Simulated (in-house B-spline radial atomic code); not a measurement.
# Au³³⁺: Hartree-Fock with and without relativity

Aim: what relativity does to the energy, levels and radii of Au³³⁺.

Program: in-house B-spline radial atomic code version 1. Level of theory: Hartree-Fock averaged over the configuration, non-relativistic (point nucleus) and Dirac-Coulomb (finite nucleus); spherical all-electron atom at the radial basis limit. These are calculated values, not measurements, unless marked.

**1. The system**

| Quantity | Value |
| --- | --- |
| element | gold (Z = 79) |
| charge | +33 |
| electrons | 46 |
| configuration | [Kr] 4d10 |
| nucleus | point (non-relativistic run); Fermi, rms radius 5.437 fm (Dirac runs) |

Outer shells as boxes (Hund's rule):

[Kr] 4d10
```
[Kr] core
4d [↑↓][↑↓][↑↓][↑↓][↑↓]
```

**2. Non-relativistic run**

The run's settings:

```ini
Z = 79
electrons = 46.0
configuration = [Kr] 4d10
hamiltonian = nr
method = hf
spin_polarised = False
```

**3. Dirac-Coulomb run**

The run's settings:

```ini
Z = 79
electrons = 46.0
configuration = [Kr] 4d10
hamiltonian = dirac
method = hf
spin_polarised = False
nucleus = fermi
rms_radius = 5.4371
mass_number = 197
atomic_mass = 196.966570103
speed_of_light = 137.035999084
```

How much does each shell's level and mean radius change with the Dirac Hamiltonian, and the total energy?

**Answer**, as computed:

Levels and radii; the Dirac values are averaged over j with the occupations as weights.

| shell | ε non-rel. (eV) | ε Dirac (eV) | <r> non-rel. (bohr) | <r> Dirac (bohr) | change of <r> (%) |
| --- | --- | --- | --- | --- | --- |
| 1s | -74923.1 | -82523.9 | 0.01916 | 0.01687 | -11.98 |
| 2s | -13719.6 | -15758.6 | 0.08071 | 0.07045 | -12.71 |
| 2p | -13219.9 | -13908.4 | 0.06828 | 0.06376 | -6.62 |
| 3s | -4240.81 | -4759.78 | 0.2018 | 0.1821 | -9.78 |
| 3p | -4006.88 | -4204.56 | 0.1924 | 0.1826 | -5.06 |
| 3d | -3577.91 | -3559.71 | 0.1680 | 0.1662 | -1.06 |
| 4s | -1786.38 | -1945.82 | 0.4145 | 0.3830 | -7.61 |
| 4p | -1680.44 | -1743.34 | 0.4133 | 0.3977 | -3.78 |
| 4d | -1487.14 | -1486.87 | 0.4064 | 0.4040 | -0.59 |

What this shows: Relativity and the finite nucleus together change the total energy by -1172.04 hartree (-6.8 %). First-order perturbation theory (mass-velocity plus Darwin) gives -970.82 hartree, which is 83 % of the full shift. The strongest contraction, averaged over j, is that of 2s (-12.71 %). Spin-orbit coupling splits the 4d level by 24.332 eV and the 2p level by 1836.84 eV. Breit terms add 21.1 hartree and QED terms 14.6 hartree.
